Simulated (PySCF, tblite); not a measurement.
# GeH11NSi3: a rotation path, then NMR shifts on frames

How do NMR shifts of GeH11NSi3 (`[SiH3][GeH2][N]([SiH3])[SiH3]`) change as the atoms move?

Programs: tblite 0.8.0 and PySCF 2.14.0, with density-fitted response routines of our own. Each step states its level of theory. These are calculated values for one molecule in the gas phase, unless marked as measured. Atoms count from 0, in the outputs and in this text.

## (1) The starting structure

16 atoms, charge 0, multiplicity 1; geometry from: GFN2-xTB.

Bonds of the start (Å): Si0–Ge1 2.34, Ge1–N2 1.86, N2–Si3 1.73, N2–Si4 1.73, Si0–H5 1.47, Si0–H6 1.47, Si0–H7 1.47, Ge1–H8 1.52, Ge1–H9 1.52, Si3–H10 1.47, Si3–H11 1.46, Si3–H12 1.46, Si4–H13 1.46, Si4–H14 1.46, Si4–H15 1.47.

## (2) The rotation path with GFN2-xTB

Job settings and geometry (Å):

```
{"job": {"kind": "neb", "xc": "GFN2-xTB", "basis": "xTB", "atoms": [0, 1, 2, 4], "turn": 120}, "charge": 0, "multiplicity": 1}
Si     2.515333    -0.166611    -0.467112
Ge     0.625160     1.211851    -0.380338
N     -0.899622     0.267506     0.103822
Si    -1.653023    -0.710785    -1.112415
Si    -1.138269    -0.072879     1.786293
H      2.516865    -0.979995    -1.686980
H      2.562024    -1.065176     0.689480
H      3.736237     0.643340    -0.461950
H      0.220394     1.886390    -1.682166
H      0.659998     2.358122     0.618615
H     -0.968027    -2.007701    -1.238198
H     -3.046275    -0.903006    -0.719605
H     -1.541760     0.014367    -2.380382
H     -2.562732    -0.327719     1.983183
H     -0.686271     1.103228     2.533095
H     -0.347630    -1.241986     2.205696
```

With the program's defaults for keys left out, this is: GFN2-xTB climbing-image nudged elastic band, gas phase.

On the command line:

```sh
> OMP_NUM_THREADS=1 python probes_run.py task.json out
```

The driver reads the jobs from task.json and runs them one after another.

Log:

```text
image   E - E0 / eV
  0       0.0000
  1       0.0077
  2       0.0290
  3       0.0525
  4       0.0581
  5       0.0511
  6       0.0508
  7       0.0593
  8       0.0292
```

Run time: 4.4 s. Hardware: 1 thread of Arm Neoverse V1, shared host; peak memory 0.18 GiB.

The final band, with the dihedral Si0–Ge1–N2–Si4:

```csv
image,dihedral (°),energy (eV),energy (kcal/mol)
0,80,0.000,0.0
1,96,0.008,0.2
2,115,0.029,0.7
3,133,0.052,1.2
4,150,0.058,1.3
5,166,0.051,1.2
6,182,0.051,1.2
7,197,0.059,1.4
8,212,0.029,0.7
```

## (3) NMR shieldings: image 0, PBE0/pcSseg-1

Job settings and geometry (Å):

```
{"job": {"kind": "nmr", "xc": "PBE0", "basis": "pcSseg-1", "pop": false}, "charge": 0, "multiplicity": 1}
Si     2.515300    -0.166600    -0.467100
Ge     0.625200     1.211900    -0.380300
N     -0.899600     0.267500     0.103800
Si    -1.653000    -0.710800    -1.112400
Si    -1.138300    -0.072900     1.786300
H      2.516900    -0.980000    -1.687000
H      2.562000    -1.065200     0.689500
H      3.736200     0.643300    -0.462000
H      0.220400     1.886400    -1.682200
H      0.660000     2.358100     0.618600
H     -0.968000    -2.007700    -1.238200
H     -3.046300    -0.903000    -0.719600
H     -1.541800     0.014400    -2.380400
H     -2.562700    -0.327700     1.983200
H     -0.686300     1.103200     2.533100
H     -0.347600    -1.242000     2.205700
```

With the program's defaults for keys left out, this is: GIAO PBE0/pcSseg-1 NMR shielding, non-relativistic, gas phase.

Log:

```text
coarse grid: 58968 points
cycle   1  E = -3005.8275768557  dE = -6.194e-01  |g| = 9.576e-01  |ddm| = 3.688e+00
cycle   2  E = -3005.7099225331  dE =  1.177e-01  |g| = 1.163e+00  |ddm| = 1.292e+00
cycle   3  E = -3005.8977694626  dE = -1.878e-01  |g| = 2.461e-01  |ddm| = 1.025e+00
cycle   4  E = -3005.9107162222  dE = -1.295e-02  |g| = 6.407e-02  |ddm| = 2.468e-01
cycle   5  E = -3005.9112443617  dE = -5.281e-04  |g| = 9.094e-03  |ddm| = 5.469e-02
cycle   6  E = -3005.9112592609  dE = -1.490e-05  |g| = 1.792e-03  |ddm| = 1.080e-02
cycle   7  E = -3005.9112601189  dE = -8.579e-07  |g| = 1.848e-04  |ddm| = 2.580e-03
final grid: 118904 points
cycle   8  E = -3005.9113117817  dE = -1.393e-07  |g| = 1.553e-04  |ddm| = 2.500e-03
cycle   9  E = -3005.9113117849  dE = -3.153e-09  |g| = 1.418e-04  |ddm| = 4.627e-04
cycle  10  E = -3005.9113117906  dE = -5.735e-09  |g| = 4.444e-05  |ddm| = 1.981e-04
cycle  11  E = -3005.9113117909  dE = -3.197e-10  |g| = 1.209e-05  |ddm| = 4.444e-05
converged SCF energy = -3005.9113117909

GIAO shielding tensors (ppm)
atom      isotropic    diamagn.    paramagn.     s11        s22        s33       span
  0 Si     467.330     880.375    -413.045    461.592    467.361    473.038     11.446
  1 Ge    1427.915    2758.897   -1330.982   1294.511   1315.043   1674.191    379.680
  2 N      277.771     334.666     -56.895    262.749    274.779    295.785     33.036
  3 Si     393.130     881.339    -488.209    339.149    361.085    479.156    140.008
  4 Si     393.208     881.316    -488.108    338.539    361.951    479.135    140.597
  5 H       27.983      28.732      -0.749     24.127     26.134     33.689      9.562
  6 H       27.937      28.946      -1.010     23.828     26.725     33.257      9.429
  7 H       28.259      28.239       0.020     24.473     25.514     34.790     10.317
  8 H       26.524      30.444      -3.919     19.835     22.623     37.115     17.281
  9 H       26.534      30.516      -3.982     19.727     22.751     37.123     17.396
 10 H       26.879      30.621      -3.742     23.000     24.987     32.650      9.650
 11 H       26.859      30.173      -3.314     23.103     24.813     32.660      9.557
 12 H       26.947      30.495      -3.548     23.110     25.664     32.067      8.957
 13 H       26.864      30.162      -3.298     23.129     24.841     32.622      9.493
 14 H       26.973      30.456      -3.483     23.092     25.670     32.157      9.065
 15 H       26.830      30.562      -3.732     22.882     25.019     32.588      9.705
```

Run time: 25 s. Hardware: 1 thread of Arm Neoverse V1, shared host; peak memory 0.91 GiB.

Shifts follow as δ = σ(reference) − σ, with reference shieldings (ppm) from runs at the same level and on the same kind of geometry: 1H TMS 31.72, 29Si TMS 349.2, 15N NH3 267.7, 73Ge GeMe4 1331. The references are single molecules in the gas phase, so shifts against H2O, NH3, PH3, H3PO4 or CFCl3 are not on the usual liquid scales and can be off by tens of ppm. Each atom is listed at this fixed geometry, with no averaging over motion; a spectrum would average atoms that exchange fast.

```csv
atoms,environment,σ (ppm),δ (ppm)
H8,"hydrogen on a germanium bonded to N, Si",26.52,5.19
H9,"hydrogen on a germanium bonded to N, Si",26.53,5.18
H15,hydrogen on a silicon bonded to N,26.83,4.89
H11,hydrogen on a silicon bonded to N,26.86,4.86
H13,hydrogen on a silicon bonded to N,26.86,4.85
H10,hydrogen on a silicon bonded to N,26.88,4.84
H12,hydrogen on a silicon bonded to N,26.95,4.77
H14,hydrogen on a silicon bonded to N,26.97,4.74
H6,hydrogen on a silicon bonded to Ge,27.94,3.78
H5,hydrogen on a silicon bonded to Ge,27.98,3.73
H7,hydrogen on a silicon bonded to Ge,28.26,3.46
Si3,"silicon bonded to N, 3 H",393.1,-44.0
Si4,"silicon bonded to N, 3 H",393.2,-44.1
Si0,"silicon bonded to Ge, 3 H",467.3,-118.2
Ge1,"germanium bonded to N, Si, 2 H",1428,-97
N2,"nitrogen bonded to Ge, 2 Si",277.8,-10.0
```

## (4) Nuclear shieldings: image 3, PBE0/pcSseg-1

Job settings and geometry (Å):

```
{"job": {"kind": "nmr", "xc": "PBE0", "basis": "pcSseg-1", "pop": false}, "charge": 0, "multiplicity": 1}
Si     2.418200    -0.154700    -1.059700
Ge     0.760900     1.153800    -0.050600
N     -0.787300     0.172200     0.271700
Si    -1.227400    -1.043300    -0.881200
Si    -1.573400     0.274100     1.815000
H      2.182900    -0.287600    -2.499700
H      2.460600    -1.493600    -0.468300
H      3.736600     0.459300    -0.872800
H      0.276200     2.369800    -0.839800
H      1.100600     1.756000     1.305100
H     -0.551600    -2.311900    -0.567100
H     -2.676300    -1.217100    -0.841500
H     -0.778600    -0.581200    -2.199900
H     -2.987900    -0.033700     1.609400
H     -1.390700     1.635500     2.322400
H     -0.970200    -0.688800     2.748200
```

Level: GIAO PBE0/pcSseg-1 NMR shielding, non-relativistic, gas phase.

Log:

```text
coarse grid: 58968 points
cycle   1  E = -3005.8265429594  dE = -6.245e-01  |g| = 9.588e-01  |ddm| = 3.675e+00
cycle   2  E = -3005.7123259631  dE =  1.142e-01  |g| = 1.158e+00  |ddm| = 1.283e+00
cycle   3  E = -3005.8981612507  dE = -1.858e-01  |g| = 2.382e-01  |ddm| = 1.014e+00
cycle   4  E = -3005.9101951214  dE = -1.203e-02  |g| = 6.387e-02  |ddm| = 2.430e-01
cycle   5  E = -3005.9107262516  dE = -5.311e-04  |g| = 8.906e-03  |ddm| = 5.447e-02
cycle   6  E = -3005.9107403909  dE = -1.414e-05  |g| = 1.700e-03  |ddm| = 1.040e-02
cycle   7  E = -3005.9107411458  dE = -7.550e-07  |g| = 1.828e-04  |ddm| = 2.423e-03
final grid: 118904 points
cycle   8  E = -3005.9107508618  dE = -4.369e-08  |g| = 1.648e-04  |ddm| = 1.467e-03
cycle   9  E = -3005.9107508622  dE = -3.629e-10  |g| = 1.812e-04  |ddm| = 4.538e-04
cycle  10  E = -3005.9107508704  dE = -8.289e-09  |g| = 4.653e-05  |ddm| = 2.113e-04
cycle  11  E = -3005.9107508708  dE = -3.879e-10  |g| = 8.648e-06  |ddm| = 4.484e-05
converged SCF energy = -3005.9107508708

GIAO shielding tensors (ppm)
atom      isotropic    diamagn.    paramagn.     s11        s22        s33       span
  0 Si     463.019     880.156    -417.138    454.544    461.096    473.415     18.871
  1 Ge    1446.787    2758.467   -1311.681   1300.502   1376.896   1662.961    362.459
  2 N      294.272     334.930     -40.658    279.004    295.116    308.697     29.693
  3 Si     396.600     881.482    -484.881    348.426    366.309    475.067    126.641
  4 Si     389.385     880.789    -491.404    330.301    364.718    473.137    142.836
  5 H       27.839      28.698      -0.859     24.046     26.020     33.452      9.406
  6 H       27.783      28.918      -1.135     23.903     26.367     33.077      9.174
  7 H       28.136      28.139      -0.002     24.233     25.507     34.669     10.436
  8 H       26.531      30.004      -3.473     19.436     22.420     37.735     18.299
  9 H       26.715      30.792      -4.077     19.637     23.493     37.014     17.377
 10 H       26.843      30.773      -3.930     23.196     24.775     32.558      9.363
 11 H       26.873      30.406      -3.533     23.122     24.925     32.573      9.451
 12 H       26.922      31.151      -4.229     22.914     26.073     31.780      8.866
 13 H       26.851      29.797      -2.946     23.081     24.995     32.478      9.396
 14 H       26.941      29.943      -3.002     22.910     25.690     32.223      9.313
 15 H       26.857      29.874      -3.017     22.909     24.605     33.056     10.147
```

Run time: 25 s. Hardware: 1 thread of Arm Neoverse V1, shared host; peak memory 0.96 GiB.

Key values: δ Si4 -40.2, Si3 -47.4, Si0 -113.9, Ge1 -116, H8 5.19, H9 5.00 ppm.

## (5) Shielding tensors: image 7, PBE0/pcSseg-1

Job settings and geometry (Å):

```
{"job": {"kind": "nmr", "xc": "PBE0", "basis": "pcSseg-1", "pop": false}, "charge": 0, "multiplicity": 1}
Si     2.272200     0.256800    -1.576600
Ge     1.000400     0.739600     0.327100
N     -0.725400     0.044000     0.300500
Si    -0.996800    -1.533800    -0.361200
Si    -1.880400     0.700900     1.421400
H      1.824900     1.067300    -2.712800
H      2.240700    -1.153700    -1.963900
H      3.674600     0.593600    -1.311600
H      0.767400     2.223900     0.578700
H      1.601300     0.285200     1.658600
H     -0.634800    -2.596300     0.587300
H     -2.411800    -1.627100    -0.710800
H     -0.159700    -1.640300    -1.560200
H     -3.201000     0.429000     0.856600
H     -1.628700     2.140300     1.511900
H     -1.750300     0.079500     2.746000
```

With the program's defaults for keys left out, this is: GIAO PBE0/pcSseg-1 NMR shielding, non-relativistic, gas phase.

Log:

```text
coarse grid: 58968 points
cycle   1  E = -3005.8275001489  dE = -6.235e-01  |g| = 9.551e-01  |ddm| = 3.684e+00
cycle   2  E = -3005.7162172787  dE =  1.113e-01  |g| = 1.150e+00  |ddm| = 1.259e+00
cycle   3  E = -3005.8972813335  dE = -1.811e-01  |g| = 2.400e-01  |ddm| = 9.818e-01
cycle   4  E = -3005.9095264292  dE = -1.225e-02  |g| = 6.423e-02  |ddm| = 2.379e-01
cycle   5  E = -3005.9100705272  dE = -5.441e-04  |g| = 9.019e-03  |ddm| = 5.489e-02
cycle   6  E = -3005.9100851672  dE = -1.464e-05  |g| = 1.683e-03  |ddm| = 1.059e-02
cycle   7  E = -3005.9100858973  dE = -7.301e-07  |g| = 1.844e-04  |ddm| = 2.434e-03
final grid: 118904 points
cycle   8  E = -3005.9100652619  dE = -6.393e-08  |g| = 1.612e-04  |ddm| = 1.773e-03
cycle   9  E = -3005.9100652626  dE = -6.794e-10  |g| = 1.717e-04  |ddm| = 4.332e-04
cycle  10  E = -3005.9100652699  dE = -7.253e-09  |g| = 4.598e-05  |ddm| = 1.998e-04
cycle  11  E = -3005.9100652702  dE = -3.629e-10  |g| = 8.819e-06  |ddm| = 4.222e-05
converged SCF energy = -3005.9100652702

GIAO shielding tensors (ppm)
atom      isotropic    diamagn.    paramagn.     s11        s22        s33       span
  0 Si     462.917     879.612    -416.695    455.496    459.458    473.796     18.300
  1 Ge    1443.840    2758.716   -1314.876   1268.698   1368.019   1694.805    426.107
  2 N      280.221     334.162     -53.941    261.168    283.415    296.080     34.913
  3 Si     396.292     881.557    -485.264    351.356    361.442    476.079    124.723
  4 Si     388.273     880.700    -492.427    330.573    355.189    479.059    148.486
  5 H       27.992      28.054      -0.062     24.211     25.664     34.101      9.890
  6 H       27.659      28.383      -0.724     23.404     26.706     32.866      9.461
  7 H       28.197      27.770       0.427     24.406     25.535     34.651     10.245
  8 H       26.707      30.763      -4.056     19.843     23.155     37.124     17.281
  9 H       26.584      30.458      -3.873     19.526     22.605     37.621     18.095
 10 H       26.961      30.208      -3.247     23.505     24.192     33.186      9.681
 11 H       26.860      30.558      -3.698     23.217     24.943     32.419      9.202
 12 H       26.826      31.629      -4.803     21.638     27.695     31.144      9.506
 13 H       26.791      29.837      -3.046     23.011     24.905     32.458      9.446
 14 H       26.961      30.011      -3.050     22.962     25.835     32.088      9.126
 15 H       26.921      29.437      -2.516     23.238     24.431     33.096      9.858
```

Wall time 24 s (1 thread of Arm Neoverse V1, shared host); peak memory 0.93 GiB.

Key values: δ Si4 -39.1, Si3 -47.1, Si0 -113.8, Ge1 -113, H9 5.13, H8 5.01 ppm.

## (6) Shielding tensors: image 8, PBE0/pcSseg-1

Job settings and geometry (Å):

```
{"job": {"kind": "nmr", "xc": "PBE0", "basis": "pcSseg-1", "pop": false}, "charge": 0, "multiplicity": 1}
Si     2.218200     0.309600    -1.561700
Ge     1.074200     0.541700     0.466800
N     -0.706600     0.018100     0.330300
Si    -1.000900    -1.536900    -0.373100
Si    -1.882600     0.831800     1.315600
H      1.387200     0.689000    -2.706300
H      2.702300    -1.059900    -1.757500
H      3.391300     1.190800    -1.553600
H      0.993600     1.947800     1.040500
H      1.635100    -0.250400     1.647800
H     -0.578400    -2.630500     0.514200
H     -2.429700    -1.632900    -0.653300
H     -0.209900    -1.592800    -1.611600
H     -3.198700     0.487200     0.782000
H     -1.623500     2.268700     1.186700
H     -1.779400     0.427800     2.724300
```

With the program's defaults for keys left out, this is: GIAO PBE0/pcSseg-1 NMR shielding, non-relativistic, gas phase.

Log:

```text
coarse grid: 58968 points
cycle   1  E = -3005.8287911930  dE = -6.262e-01  |g| = 9.560e-01  |ddm| = 3.685e+00
cycle   2  E = -3005.7169789735  dE =  1.118e-01  |g| = 1.152e+00  |ddm| = 1.262e+00
cycle   3  E = -3005.8989753710  dE = -1.820e-01  |g| = 2.390e-01  |ddm| = 9.847e-01
cycle   4  E = -3005.9111008352  dE = -1.213e-02  |g| = 6.431e-02  |ddm| = 2.380e-01
cycle   5  E = -3005.9116456970  dE = -5.449e-04  |g| = 8.913e-03  |ddm| = 5.467e-02
cycle   6  E = -3005.9116598550  dE = -1.416e-05  |g| = 1.663e-03  |ddm| = 1.044e-02
cycle   7  E = -3005.9116605684  dE = -7.134e-07  |g| = 1.872e-04  |ddm| = 2.407e-03
final grid: 118904 points
cycle   8  E = -3005.9116604290  dE = -4.764e-08  |g| = 1.453e-04  |ddm| = 1.728e-03
cycle   9  E = -3005.9116604306  dE = -1.512e-09  |g| = 1.367e-04  |ddm| = 3.911e-04
cycle  10  E = -3005.9116604354  dE = -4.862e-09  |g| = 3.131e-05  |ddm| = 1.721e-04
cycle  11  E = -3005.9116604355  dE = -1.055e-10  |g| = 6.097e-06  |ddm| = 2.151e-05
converged SCF energy = -3005.9116604355

GIAO shielding tensors (ppm)
atom      isotropic    diamagn.    paramagn.     s11        s22        s33       span
  0 Si     458.242     879.754    -421.512    441.947    462.563    470.216     28.268
  1 Ge    1450.630    2758.892   -1308.262   1291.674   1366.319   1693.897    402.224
  2 N      279.353     334.326     -54.974    260.581    284.995    292.481     31.900
  3 Si     394.901     881.517    -486.616    346.966    359.881    477.855    130.889
  4 Si     388.181     880.634    -492.453    326.835    361.318    476.389    149.554
  5 H       27.941      28.513      -0.572     24.219     26.134     33.469      9.250
  6 H       27.783      28.361      -0.578     24.032     25.797     33.519      9.487
  7 H       28.139      27.893       0.246     24.273     25.543     34.601     10.329
  8 H       26.723      30.808      -4.085     19.666     23.368     37.135     17.469
  9 H       26.590      30.423      -3.833     19.764     22.361     37.645     17.881
 10 H       26.923      30.188      -3.265     23.465     24.243     33.061      9.596
 11 H       26.842      30.590      -3.748     23.129     25.043     32.355      9.226
 12 H       26.979      31.366      -4.387     22.162     27.314     31.462      9.300
 13 H       26.812      29.906      -3.094     23.000     25.111     32.324      9.325
 14 H       26.925      30.065      -3.140     22.862     25.583     32.330      9.467
 15 H       26.906      29.404      -2.499     23.182     24.374     33.161      9.979
```

Wall time 24 s (1 thread of Arm Neoverse V1, shared host); peak memory 0.91 GiB.

Key values: δ Si4 -39.0, Si3 -45.7, Si0 -109.1, Ge1 -120, H9 5.13, H8 4.99 ppm.

## (7) Run by run: NMR shifts

Shifts (ppm) of some atoms, chosen among heavy atoms and hydrogens apart, with basis size and wall time:

```csv
frame,H8,H6,Si3,Si4,Si0,Ge1,N2,functions,time
image 0,5.19,3.78,-44.0,-44.1,-118.2,-97,-10.0,185,25 s
image 3,5.19,3.93,-47.4,-40.2,-113.9,-116,-26.5,185,25 s
image 7,5.01,4.06,-47.1,-39.1,-113.8,-113,-12.5,185,24 s
image 8,4.99,3.93,-45.7,-39.0,-109.1,-120,-11.6,185,24 s
```

## (8) Summary of results

| quantity | value |
| --- | --- |
| barrier | 0.059 eV (1.4 kcal/mol) at image 7 |
| end to end (GFN2-xTB) | 0.029 eV |
| 1H shifts against TMS (PBE0/pcSseg-1, image 0) | 5.19, 5.18, 4.89, 4.86, 4.85, 4.84, 4.77, 4.74, 3.78, 3.73, 3.46 ppm |
| 29Si shifts against TMS (PBE0/pcSseg-1, image 0) | -44.0, -44.1, -118.2 ppm |
| 73Ge shifts against GeMe4 (PBE0/pcSseg-1, image 0) | -97 ppm |
| 15N shifts against NH3 (PBE0/pcSseg-1, image 0) | -10.0 ppm |
| range of the shift of Ge1 | -120 to -97 ppm |

In words: Along the band the dihedral turns by 132°, and the top (dihedral 197°) lies 1.4 kcal/mol above the start (GFN2-xTB, rough), so at room temperature this motion is fast. Ends this close can change order at a higher level. The top was not checked by a frequency run. Shifts at one fixed geometry are not the observed spectrum, which averages over the motion. In the first frame run (image 0): The widest tensor belongs to Ge1: span 380 ppm, with a paramagnetic part of -1331 ppm. In ppm, Ge1 moves most: its shift spreads over 23 ppm, from -120 (image 8) to -97 (image 0). Spin-orbit coupling is left out, which matters for shieldings and couplings at and beside the heavy atoms.
